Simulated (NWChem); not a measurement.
**doublet CH6AlFSi+: levels of theory compared**

Aim: a comparison of 6 runs (UHF/STO-3G, UHF/3-21G, UB3LYP/6-31G*, UM06-2X/6-31G*, UPBE0/6-31G*) of doublet CH6AlFSi+. 

Program for the calculation: NWChem 7.3.0.

60 further runs of the same task are left out: 60 set aside as unsound or not needed.

### 1 The molecule

CH6AlFSi+ has 10 atoms, charge +1, and is taken as a doublet. SMILES of the parent species: `C[SiH2][AlH][F]`. Geometry: relaxed at PBE0-D4/def2-TZVP. This is one conformer, not always the lowest. That shape belongs to the parent species and isn't relaxed for this state.

Bond lengths: C1–Si2 1.882 Å, Si2–Al3 2.453 Å, Al3–F4 1.655 Å, C1–H5 1.092 Å, C1–H6 1.092 Å, C1–H7 1.092 Å, Si2–H8 1.493 Å, Si2–H9 1.493 Å, Al3–H10 1.586 Å. Some angles: C1–Si2–Al3 113.1°, Si2–Al3–F4 117.3°, C1–Si2–H8 109.7°, C1–Si2–H9 109.6°, Al3–Si2–H8 109.0°, Al3–Si2–H9 108.9°, Si2–C1–H5 110.6°, Si2–C1–H6 111.0°, Si2–C1–H7 111.0°, Si2–Al3–H10 127.4°.

### 2 A single-point energy at UHF/STO-3G (run 1)

Contents of mol.nw:

```
start mol
memory 2200 mb
charge 1

geometry units bohr noautosym nocenter noautoz
  C    0.39551968   2.87635213  -1.03878245
  Si  -0.92086354   0.35092214   1.09245067
  Al   0.60565722  -3.89642630   0.03495993
  F   -0.51268270  -6.28220553   1.71983975
  H   -0.32314317   4.73357497  -0.49662003
  H   -0.13209186   2.53374479  -3.00447557
  H    2.45626602   2.93115419  -0.93598135
  H   -3.73920108   0.37416577   0.96300443
  H   -0.24415262   0.92672169   3.77094848
  H    2.57210623  -4.64475784  -2.09948572
end

basis spherical bse
  C library STO-3G
  Si library STO-3G
  Al library STO-3G
  F library STO-3G
  H library STO-3G
end

scf
  nopen 1
  uhf
  thresh 1e-08
  maxiter 80
end

task scf energy
```

Started as:

```
$ nwchem mol.nw > mol.out
```

What it wrote:

```text
[...]
  functions       =    34
[...]
  wavefunction    = UHF
[...]
         Total SCF energy =   -663.362545041138
      One electron energy =  -1297.702972421546
      Two electron energy =    442.399181237027
 Nuclear repulsion energy =    191.941246143381
                       Sz =      0.5000
                 Sz(Sz+1) =      0.7500
                      S^2 =      0.7755
[...]
```

It took 8.7 s on 1 thread of AMD EPYC 7R43 (Zen 3), shared host; peak memory 0.094 GiB.

### 3 A single-point energy at UHF/3-21G (run 2)

Contents of calc.nw:

```
start calc
memory stack 880 mb heap 220 mb global 1100 mb
charge 1
geometry noautosym nocenter noautoz
  C        0.209300       1.522100      -0.549700
  Si      -0.487300       0.185700       0.578100
  Al       0.320500      -2.061900       0.018500
  F       -0.271300      -3.324400       0.910100
  H       -0.171000       2.504900      -0.262800
  H       -0.069900       1.340800      -1.589900
  H        1.299800       1.551100      -0.495300
  H       -1.978700       0.198000       0.509600
  H       -0.129200       0.490400       1.995500
  H        1.361100      -2.457900      -1.111000
end
basis "ao basis" spherical bse
  * library 3-21G
end
scf
  doublet
  uhf
  thresh 1e-08
  maxiter 80
  print medium
end
task scf energy
```

Started as:

```
$ nwchem calc.nw > calc.out
```

What it wrote:

```text
[...]
  functions       =    56
[...]
  wavefunction    = UHF
[...]
         Total SCF energy =   -667.756984241414
      One electron energy =  -1299.800755068099
      Two electron energy =    440.102510847537
 Nuclear repulsion energy =    191.941259979147
                       Sz =      0.5000
                 Sz(Sz+1) =      0.7500
                      S^2 =      0.7800
[...]
```

It took 5.4 s on 1 thread of AMD EPYC 7R43 (Zen 3), shared host; peak memory 0.092 GiB.

Runs 3 to 5 aren't shown in full; the table further down has their settings and results.

### 4 A single-point energy at UB3LYP/6-31G(d) (Cartesian functions) (run 6)

Contents of ch6alfsi.nw:

```
start ch6alfsi
title "CH6AlFSi B3LYP"
memory stack 880 mb heap 220 mb global 1100 mb
charge 1
geometry units angstrom noautosym nocenter noautoz
   C      0.209300     1.522100    -0.549700
   Si    -0.487300     0.185700     0.578100
   Al     0.320500    -2.061900     0.018500
   F     -0.271300    -3.324400     0.910100
   H     -0.171000     2.504900    -0.262800
   H     -0.069900     1.340800    -1.589900
   H      1.299800     1.551100    -0.495300
   H     -1.978700     0.198000     0.509600
   H     -0.129200     0.490400     1.995500
   H      1.361100    -2.457900    -1.111000
end
basis
   C library 6-31G*
   Si library 6-31G*
   Al library 6-31G*
   F library 6-31G*
   H library 6-31G*
end
dft
   xc b3lyp
   mult 2
   grid xfine
   convergence energy 1e-08
   iterations 100
   mulliken
   print medium
end
task dft energy
```

Started as:

```
$ nwchem ch6alfsi.nw > ch6alfsi.out
```

What it wrote:

```text
[...]
          Wavefunction type:  spin polarized.
          No. of atoms     :    10
          No. of electrons :    47
[...]
          Charge           :     1
          Spin multiplicity:     2
[...]
          AO basis - number of functions:    80
[...]
              XC Information
              --------------
                         B3LYP Method XC Potential
                     Hartree-Fock (Exact) Exchange  0.200
                        Slater Exchange Functional  0.800 local
                    Becke 1988 Exchange Functional  0.720 non-local
              Lee-Yang-Parr Correlation Functional  0.810
                  VWN I RPA Correlation Functional  0.190 local
[...]
 d= 0,ls=0.0,diis     1   -673.0281291175 -8.65D+02  1.64D-02  4.92D-01     5.4
[...]
 d= 0,ls=0.0,diis    12   -673.2094286846 -2.41D-09  1.95D-07  2.02D-10    58.4
[...]
         Total DFT energy =     -673.209428684628
      One electron energy =    -1304.658331156159
           Coulomb energy =      496.979650782400
    Exchange-Corr. energy =      -57.472008290016
 Nuclear repulsion energy =      191.941259979147
[...]
      <S2> =      0.7569 (Exact =     0.7500)
[...]
```

Run time: 59 s. Hardware: 1 thread of AMD EPYC 7R43 (Zen 3), shared host; peak memory 0.14 GiB.

### 5 Overview of the runs

| run | level | iteration cap | module | energy (Eh) | HOMO energy (eV) | LUMO energy (eV) | ⟨S²⟩ | wall time |
| --- | --- | --- | --- | --- | --- | --- | --- | --- |
| 1 | UHF/STO-3G | 80 | scf | -663.362545 | -15.21 | -5.97 | 0.775 | 8.7 s |
| 2 | UHF/3-21G | 80 | scf | -667.756984 | -17.50 | -8.60 | 0.780 | 5.4 s |
| 3 | UB3LYP/6-31G* (spherical functions) | 100 | dft | -673.203937 | -14.22 | -11.74 | 0.757 | 66 s |
| 4 | UM06-2X/6-31G* (spherical functions) | 100 | dft | -673.039366 | -15.52 | -10.95 | 0.759 | 1.7 min |
| 5 | UPBE0/6-31G* (spherical functions) | 100 | dft | -672.773211 | -14.51 | -11.54 | 0.758 | 77 s |
| 6 | UB3LYP/6-31G* (Cartesian functions) | 100 | dft | -673.209429 | -14.22 | -11.74 | 0.757 | 59 s |

### 6 Outcome

| quantity | value |
| --- | --- |
| run 6: total energy | -673.20943 Eh |
| run 6: HOMO energy (highest over α and β) | -14.22 eV |
| run 6: LUMO energy (lowest over α and β) | -11.74 eV |
| run 6: ⟨S²⟩ | 0.757 |

Totals of different functionals can't be ranked against each other. In run 1 the basis is minimal, so the values are rough. All runs together took 5.3 min, the longest 1.7 min.
